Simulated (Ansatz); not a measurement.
**C3H10OSi: small, medium and large basis sets**

The task here is to estimate one member of a computed series from the others.

The runs use Ansatz 0.2.0, Gaussian basis; one geometry, several basis sets.

The runs, in order: PBE0-D4/def2-SVP; ωB97M-V/def2-SVP; PBE0-D4/def2-QZVPP; ωB97M-V/def2-QZVPP; the functionals' def2-TZVPP values are taken from earlier runs.

### Structure used throughout

All runs share one geometry, relaxed beforehand with PBE0-D4 in a triple-zeta def2 set.

15 atoms, charge 0, spin multiplicity 1.

Atoms are counted from 1 here; the program's logs count them from 0.

Bond lengths: C1–C2 1.512 Å, C1–H6 1.091 Å, C1–H7 1.092 Å, C1–H8 1.093 Å, C2–C3 1.516 Å, C2–O4 1.423 Å, C2–H9 1.101 Å, C3–H10 1.092 Å, C3–H11 1.093 Å, C3–H12 1.092 Å, O4–Si5 1.640 Å, Si5–H13 1.491 Å, Si5–H14 1.490 Å, Si5–H15 1.481 Å. Angles: C2–C1–H6 110.6°, C2–C1–H7 110.7°, C2–C1–H8 110.0°, H6–C1–H7 108.6°, H6–C1–H8 108.3°, H7–C1–H8 108.6°, C1–C2–C3 112.4°, C1–C2–O4 107.7°, C1–C2–H9 108.7°, C3–C2–O4 110.1°, C3–C2–H9 108.9°, O4–C2–H9 108.9°, C2–C3–H10 111.2°, C2–C3–H11 110.0°, C2–C3–H12 110.6°, H10–C3–H11 108.3°, H10–C3–H12 108.1°, H11–C3–H12 108.5° and more.

Set-up of the first run:

The input, in.yaml:

```yaml
crystal:
  periodic: [false, false, false]
  atoms:
    - {symbol: C, position_ang: [-0.467656, -0.753061, 1.661455]}
    - {symbol: C, position_ang: [0.178240, -0.265027, 0.384107]}
    - {symbol: C, position_ang: [0.413378, -1.385345, -0.609185]}
    - {symbol: O, position_ang: [-0.676702, 0.720751, -0.184750]}
    - {symbol: Si, position_ang: [-0.145611, 1.974954, -1.097995]}
    - {symbol: H, position_ang: [-0.623436, 0.075704, 2.353900]}
    - {symbol: H, position_ang: [0.159908, -1.502139, 2.149546]}
    - {symbol: H, position_ang: [-1.438482, -1.203118, 1.440161]}
    - {symbol: H, position_ang: [1.144298, 0.200814, 0.632628]}
    - {symbol: H, position_ang: [0.876416, -1.010724, -1.524650]}
    - {symbol: H, position_ang: [-0.536654, -1.856125, -0.873370]}
    - {symbol: H, position_ang: [1.071170, -2.146134, -0.182529]}
    - {symbol: H, position_ang: [0.945611, 2.704968, -0.391770]}
    - {symbol: H, position_ang: [0.388549, 1.530000, -2.416252]}
    - {symbol: H, position_ang: [-1.310929, 2.863882, -1.311997]}
basis:
  gaussian: {orbitals: def2-SVP}
hamiltonian: {xc: pbe0, dispersion: d4}
output: {orbitals: {seedname: orbitals}}
```

Steps of the session up to this table: PBE0-D4 in def2-SVP; ωB97M-V in def2-SVP; PBE0-D4 in def2-QZVPP; ωB97M-V in def2-QZVPP.

One table of the session follows, with a row left open; its other results are not shown here.

It belongs to the step «Functionals by basis». 

```
functional       basis  HOMO (eV)  LUMO (eV)
   PBE0-D4    def2-SVP      -7.94       0.88
   PBE0-D4  def2-TZVPP      -8.04       0.40
   PBE0-D4  def2-QZVPP      -8.06       0.22
   ωB97M-V    def2-SVP     -10.27       2.74
   ωB97M-V  def2-TZVPP     -10.39       2.03
   ωB97M-V  def2-QZVPP          ?          ?
```

**Question.** Estimate the row for ωB97M-V, def2-QZVPP.

As computed: HOMO (eV): -10.41; LUMO (eV): 1.61. In the column «HOMO (eV)» it is the lowest.
